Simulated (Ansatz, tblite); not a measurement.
**The cluster Ga₂Se₄−: one state, many levels**

Aim: run the doublet of the cluster Ga₂Se₄− at one geometry on many levels, and compare frontier levels, spin and run time.

Computed with Ansatz 0.2.0, Gaussian basis. Level: as each input shows.

The runs, in order: GFN1-xTB, GFN2-xTB, PBE-D4/def2-SVP, r2SCAN-D4/def2-SVP, r2SCAN0-D4/def2-SVP, revPBE-D4/def2-SVP, PBE-QIDH/def2-SVP, HF/STO-3G, MP2/def2-SVPD, RPA/def2-SVPD.

8 further runs of the same task are left out: 4 that didn't finish, 4 set aside as unsound or not needed.

### Step 1. The relaxed structure

The geometry is that of the doublet, from an earlier relaxation (PBE-D4/def2-SVPD). At that level it is the lowest of the isomers that a small search found.

6 atoms, charge -1, spin multiplicity 2.

Bond lengths: Ga1–Se3 2.398 Å, Ga1–Se5 2.275 Å, Ga1–Se6 2.398 Å, Ga2–Se3 2.398 Å, Ga2–Se4 2.275 Å, Ga2–Se6 2.398 Å. Angles: Se3–Ga1–Se5 128.7°, Se3–Ga1–Se6 102.6°, Se5–Ga1–Se6 128.7°, Se3–Ga2–Se4 128.7°, Se3–Ga2–Se6 102.6°, Se4–Ga2–Se6 128.7°, Ga1–Se3–Ga2 77.4°, Ga1–Se6–Ga2 77.4°.

The ion is computed in the gas phase, without counter-ions or solvent.

PBE0-D4/def2-SVP was run before; its log isn't repeated, and its numbers join the tables.

### Step 2. GFN1-xTB

Tight binding, by tblite at 300 K electronic temperature and without a spin-polarisation term:

```python
tblite.interface.Calculator('GFN1-xTB', numbers, positions, charge=-1, uhf=1).singlepoint()
```

Energy -447.9809 eV; 0.012 s.

### Step 3. GFN2-xTB

Tight binding, by tblite at 300 K electronic temperature and without a spin-polarisation term:

```python
tblite.interface.Calculator('GFN2-xTB', numbers, positions, charge=-1, uhf=1).singlepoint()
```

Energy -424.3286 eV; 0.016 s.

### Step 4. PBE-D4/def2-SVP

start.molden holds the orbitals of an earlier run on this state, given as this run's starting guess.

in.yaml

```yaml
crystal:
  periodic: [false, false, false]
  atoms:
    - {symbol: Ga, position_ang: [0.675298, -1.218999, 0.554766]}
    - {symbol: Ga, position_ang: [-0.674667, 1.218531, -0.556562]}
    - {symbol: Se, position_ang: [1.612765, 0.943295, 0.109882]}
    - {symbol: Se, position_ang: [-1.699953, 3.068607, -1.394790]}
    - {symbol: Se, position_ang: [1.697646, -3.066371, 1.402526]}
    - {symbol: Se, position_ang: [-1.611089, -0.945043, -0.115822]}
basis:
  gaussian: {orbitals: def2-SVP, initial_orbitals: start.molden}
total_charge: -1
magnetization: {spin_polarized: true, initial_magnetization: 1}
hamiltonian: {xc: pbe, dispersion: d4}
scf: {omitted_lower_state_checks: [starts]}
output: {forces: true, orbitals: {seedname: orbitals}}
```

The run is started by

```
ansatz run in.yaml --threads 4 --pin off --events-out ev --progress --plain --max-ram 4787MiB
```

Further steps of the session: r2SCAN-D4/def2-SVP; r2SCAN0-D4/def2-SVP; revPBE-D4/def2-SVP; PBE-QIDH/def2-SVP; HF/STO-3G; MP2/def2-SVPD; RPA/def2-SVPD.

Q: Predict the results of all the runs planned. Wanted: gap in def2-SVP, named functionals, smallest and largest; correlation energy, MP2/def2-SVPD; ⟨S²⟩ in def2-SVP, named functionals, smallest and largest.

The runs gave:

| quantity | value |
| --- | --- |
| gap in def2-SVP, named functionals, smallest and largest | 0.21 eV (revPBE-D4), 0.82 eV (r2SCAN0-D4) |
| correlation energy, MP2/def2-SVPD | -36.64 eV |
| ⟨S²⟩ in def2-SVP, named functionals, smallest and largest | 0.752, 0.760 |

Over the named functionals in def2-SVP the gap runs from 0.21 eV (revPBE-D4) to 0.82 eV (r2SCAN0-D4); exact exchange widens it. Over the named functionals in def2-SVP spin contamination reaches 0.01 (r2SCAN0-D4), which is small.
